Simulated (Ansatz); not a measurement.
# GeCl2: from a guess to a relaxed structure, part 2 of 2

The task: take a trial cell of GeCl2 to zero force and stress.

Ansatz 0.2.0; DFT PBE, scalar-relativistic, plane waves, PAW. Earlier steps stand in the parts before.

## 4. Full relaxation

The end of the coarse run is made exact in the group found at a tolerance of 0.06 Å and reduced to its primitive cell.

File input.yaml:

```yaml
crystal:
  lattice:
    - [0.0, 3.3101215342, 3.3101215342]
    - [3.3101215342, 0.0, 3.3101215342]
    - [3.3101215342, 3.3101215342, 0.0]
  atoms:
    - { symbol: Ge, position: [0.0, 0.0, 0.0] }
    - { symbol: Cl, position: [0.75, 0.75, 0.75] }
    - { symbol: Cl, position: [0.25, 0.25, 0.25] }
basis:
  ecutwfc: 420
kpoints:
  mp_grid: { grid: [6, 6, 6] }
hamiltonian:
  xc: pbe
scf:
  occupations: { method: gaussian, width: 0.02 }
output:
  forces: true
  stress: true
  eigenvalues: true
relax:
  adjacent_minimum: "off"
  f_tol: 0.01
  max_steps: 80
  cell: { stress_tol: 0.05 }
```

Command:

```console
$ ansatz run input.yaml --threads 1 --pin off --max-ram 2048MiB --backend cpu --events-out ev --progress --plain --runs-dir out
```

Log, shortened:

```text
Warning: RAYON_NUM_THREADS=1 ignored (pool sized by the plan → 1); use --threads N
[...]
Pseudopotentials: kind: paw
Pseudopotential: Ge, paw, valence charge 14, recommended cutoff 420 eV (normal), Ge.paw.azcp
Pseudopotential: Cl, paw, valence charge 7, recommended cutoff 420 eV (normal), Cl.paw.azcp
Functional definition: PBE
[...]
Crystal: 3 atoms, lattice volume = 72.537 Å³
Basis set: ecut = 420 eV, 1411 PW (Γ), exchange–correlation on 64×64×64 points (8 copies of the dense FFT grid, shifted against one another)
Bands: 18, of which v1, the nominal top of the filled ones, is band 14 counted from 1 (13 counted from 0)
Symmetry: 48 space group operations
Space group: Fm-3m (ITA 225), of the structure as read, at distance tolerance 4.2e-5 Å
k-points: 16 of 216
[...]
SCF iter   1: F=—  HF=-6455.872969 eV  |F-HF|=—  |Δ(HF+E_count)|=         —  Δρ=1.34e-3  dr2=1.68e-3  ethr=1.77e-3  ⟨swp⟩=6.9  Hψ=1355  notcnv=0
[...]
--- Stress (GPa, compression-positive) ---
       -0.005961      -0.000000       0.000000
        0.000000      -0.005961       0.000000
        0.000000       0.000000      -0.005961
  P = ⅓ Tr σ = -0.0060 GPa (-0.060 kbar)
--- Band table (eV; the first three rows and the last of 16) ---
  k-point 0: bands = ["-20.4876", "-20.4876", "-20.4862", "-20.4862", "-20.4862", "-10.8705", "-9.2814", "-1.4354", "1.1281", "1.1281", "1.1281", "2.3179", "2.3179", "2.3179", "6.5090", "6.5090", "6.5090", "11.9564"]
[...]
--- Relaxed structure (1 steps of the walk, 1 accepted, 1 SCFs on fresh bases) ---
  F+E_penalty+E_count = -6455.87166840 eV   max|allowed force component| = 3.084e-17 eV/Å   (the final SCF, on the basis selected at the relaxed cell)
  cell:  # Å, volume = 72.5374 Å³
    - [0.0, 3.3101215342, 3.3101215342]
    - [3.3101215342, 0.0, 3.3101215342]
    - [3.3101215342, 3.3101215342, 0.0]
  atoms:
    - { symbol: Ge, position: [0.0, 0.0, 0.0] }
    - { symbol: Cl, position: [0.7499999999999999, 0.7499999999999999, 0.7499999999999999] }
    - { symbol: Cl, position: [0.25, 0.25, 0.25] }
```

Run time: 1.4 s. Hardware: 1 thread of AMD EPYC 9R45 (Zen 5), shared host; peak memory 0.39 GiB.

The steps of the relaxation:

| step | E - E(step 1) (eV/cell) | largest force component (eV/Å) | pressure (GPa) | volume (Å³) |
| --- | --- | --- | --- | --- |
| 1 | 0.0000 | 0.0000 | -0.01 | 72.54 |
| 2 | 0.0000 | 0.0000 | -0.01 | 72.54 |

Step 1 is the start. Step 2 repeats the geometry before it on a plane-wave basis chosen anew for that cell, so its energy need not be comparable with the rows above.

Lengths and angles in the start's conventional setting:

|  | before | after | change |
| --- | --- | --- | --- |
| a (Å) | 6.620 | 6.620 | 0.0 % |
| b (Å) | 6.620 | 6.620 | 0.0 % |
| c (Å) | 6.620 | 6.620 | 0.0 % |
| volume (Å³/atom) | 24.18 | 24.18 | 0.0 % |
| shortest distance (Å) | 2.867 | 2.867 | 0.0 % |
| space group (0.01 Å) | Fm-3m | Fm-3m | same |

The run keeps the 48 symmetry operations of the start, so it could not have lowered the symmetry.

## 5. What came out

What follows sums up all 2 parts. Changes of volume or cell count from the first structure of part 1.

| quantity | value |
| --- | --- |
| symmetry at the end (tolerance 0.02 Å) | space group Fm-3m (No. 225) |
| conventional cell | a = 6.620 Å, b = 6.620 Å, c = 6.620 Å, α = 90.00°, β = 90.00°, γ = 90.00° |
| volume | 24.18 Å³/atom |
| energy over the elements (uncorrected; H, N, O, F and Cl as molecules) | -0.67 eV/atom |
| gap on the mesh | 2.67 eV |

The space group Fm-3m (No. 225) is kept, and the volume per atom shrinks by 29.1 % from the first guess. A negative formation energy is needed for stability but isn't enough; other structures and compounds were not set against it here. No finished test with a distortion of lower symmetry is shown, so the end may be a saddle point.
